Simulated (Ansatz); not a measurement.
# CH7BFNOSi: the cost of one run

All numbers below are computed with Ansatz 0.2.0 (RKS CAM-B3LYP-D4/6-31G*).

### Step 1. The starting structure

Bond lengths: N1–C2 1.409 Å, C2–F3 1.371 Å, C2–Si4 1.902 Å, C2–B5 1.601 Å, B5–O6 1.485 Å, N1–H7 1.092 Å, N1–H8 0.995 Å, Si4–H9 1.430 Å, Si4–H10 1.522 Å, Si4–H11 1.398 Å, B5–H12 1.151 Å, O6–H13 0.940 Å. Angles (14 of 19 angles, heavy atoms first): N1–C2–F3 108.9°, N1–C2–Si4 110.5°, N1–C2–B5 111.3°, F3–C2–Si4 109.4°, F3–C2–B5 110.7°, Si4–C2–B5 106.0°, C2–B5–O6 119.8°, C2–N1–H7 107.5°, C2–N1–H8 111.6°, C2–Si4–H9 107.6°, C2–Si4–H10 105.6°, C2–Si4–H11 111.0°, C2–B5–H12 121.8°, O6–B5–H12 118.3°.

As a file:

```xyz
13

N    -1.6859   -0.0165   -0.1387
C    -0.3422    0.0298    0.2812
F    -0.3070    0.0662    1.6513
Si    0.6001   -1.5026   -0.3349
B     0.4179    1.2955   -0.3386
O     1.0418    2.2973    0.5632
H    -2.1847    0.8703    0.2574
H    -2.1708   -0.7842    0.2679
H     0.4691   -1.5464   -1.7578
H    -0.1386   -2.6985    0.2485
H     1.9212   -1.4966    0.1233
H     0.4791    1.4700   -1.4747
H     1.9204    1.9809    0.6667
```

### Step 2. End point A

File input.yaml:

```yaml
crystal:
  periodic: [false, false, false]
  atoms:
    - { symbol: "N", position_ang: [-1.6859, -0.0165, -0.1387] }
    - { symbol: C, position_ang: [-0.3422, 0.0298, 0.2812] }
    - { symbol: F, position_ang: [-0.307, 0.0662, 1.6513] }
    - { symbol: Si, position_ang: [0.6001, -1.5026, -0.3349] }
    - { symbol: B, position_ang: [0.4179, 1.2955, -0.3386] }
    - { symbol: O, position_ang: [1.0418, 2.2973, 0.5632] }
    - { symbol: H, position_ang: [-2.1847, 0.8703, 0.2574] }
    - { symbol: H, position_ang: [-2.1708, -0.7842, 0.2679] }
    - { symbol: H, position_ang: [0.4691, -1.5464, -1.7578] }
    - { symbol: H, position_ang: [-0.1386, -2.6985, 0.2485] }
    - { symbol: H, position_ang: [1.9212, -1.4966, 0.1233] }
    - { symbol: H, position_ang: [0.4791, 1.47, -1.4747] }
    - { symbol: H, position_ang: [1.9204, 1.9809, 0.6667] }
basis:
  gaussian: { orbitals: "6-31G*" }
hamiltonian:
  xc: cam_b3lyp
  dispersion: d4
relax:
  f_tol: 0.015
  max_steps: 40
```

Launch:

```bash
ansatz run input.yaml --threads 2 --pin off --max-ram 3072MiB --backend cpu --events-out ev --progress --plain --runs-dir out
```

What time and memory should one allow on 2 threads of Intel Xeon Platinum 8259CL at 2.50GHz (Skylake/Cascade Lake), shared host?

About 2.5 min, with a peak of 0.32 GiB.
